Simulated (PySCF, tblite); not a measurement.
**C5H12B2O2: geometry, infrared bands and NMR shifts**

Wanted: the infrared bands and NMR shifts of C5H12B2O2 (`BOB(OC)/C(C)=C\C`), by calculation.

Computed with tblite 0.8.0 and PySCF 2.14.0, with density-fitted response routines of our own, on a single molecule in the gas phase. Atoms count from 0, in the outputs and in this text.

**1. The starting structure**

21 atoms, charge 0, multiplicity 1; geometry from: force field or distance geometry start.

Bonds of the start (Å): B0–O1 1.44, O1–B2 1.47, B2–O3 1.48, O3–C4 1.40, B2–C5 1.55, C5–C6 1.48, C5–C7 1.34, C7–C8 1.48, B0–H9 1.18, B0–H10 1.20, C4–H11 1.12, C4–H12 1.12, C4–H13 1.12, C6–H14 1.12, C6–H15 1.11, C6–H16 1.12, C7–H17 1.10, C8–H18 1.12, C8–H19 1.12, C8–H20 1.14.

**2. Relaxing the molecule with GFN2-xTB**

What the job is given:

```
{"job": {"kind": "relax", "xc": "GFN2-xTB", "basis": "xTB"}, "charge": 0, "multiplicity": 1}
B     -1.814400     2.204400     0.116800
O     -0.825600     1.389800     0.784500
B     -0.224600     0.409600    -0.132700
O     -1.143400    -0.103500    -1.170100
C     -2.180200    -0.787600    -0.519300
C      0.847400    -0.521300     0.481300
C      0.486000    -1.579600     1.446100
C      2.133500    -0.361700     0.149200
C      2.549600     0.682300    -0.819300
H     -1.481100     3.312000    -0.120600
H     -2.930500     2.071800     0.527600
H     -2.184600    -1.843700    -0.889800
H     -2.030800    -0.798500     0.594200
H     -3.163400    -0.311000    -0.751400
H     -0.071000    -1.151500     2.321600
H      1.337100    -2.150700     1.861900
H     -0.133100    -2.336200     0.896000
H      2.867700    -1.049600     0.602500
H      2.238300     0.450800    -1.873600
H      3.659700     0.810800    -0.755300
H      2.054500     1.680400    -0.595300
```

Run with:

```sh
$ OMP_NUM_THREADS=1 python probes_run.py task.json out
```

This one command runs all jobs of the session in turn.

**Question.** This job is followed by: GFN2-xTB harmonic vibrations, gas phase; GIAO PBE0/pcSseg-1 NMR shielding, non-relativistic, gas phase. What will the session give for the following? strongest single infrared mode (GFN2-xTB); zero-point energy (GFN2-xTB); 13C shifts against TMS (PBE0/pcSseg-1); 1H shifts against TMS (PBE0/pcSseg-1, means over atoms taken as alike); 11B shifts against BF3·OEt2 (PBE0/pcSseg-1); 17O shifts against H2O (PBE0/pcSseg-1).

**Answer**, as computed:

```
                                                              quantity                               value
                             strongest single infrared mode (GFN2-xTB)               1543 cm⁻¹, 517 km/mol
                                          zero-point energy (GFN2-xTB)                      104.7 kcal/mol
                                13C shifts against TMS (PBE0/pcSseg-1)  145.0, 140.3, 52.4, 27.0, 21.0 ppm
1H shifts against TMS (PBE0/pcSseg-1, means over atoms taken as alike)    6.28, 5.58, 3.89, 1.93, 1.90 ppm
                           11B shifts against BF3·OEt2 (PBE0/pcSseg-1)                      41.4, 22.2 ppm
                                17O shifts against H2O (PBE0/pcSseg-1)                    272.3, 103.0 ppm
```

The optimisation took 188 steps and gained 2.465 eV; among the close pairs (by a distance rule), B0–O1 changed most, from 1.445 to 1.299 Å. The lowest mode is imaginary (36i cm⁻¹), so the xTB geometry is not a minimum. The strongest single mode, at 1543 cm⁻¹, moves mainly O1 and B0. Unscaled tight-binding wavenumbers are off by several per cent, some by more. Its intensities can rank the bands wrongly. The most deshielded hydrogen is H17 (hydrogen on an alkene CH), at 6.28 ppm: a vinylic proton, deshielded by the sp2 carbon and the C=C anisotropy. At PBE0/pcSseg-1: Shielding is most anisotropic at O1 (span 279 ppm, paramagnetic term -329 ppm).
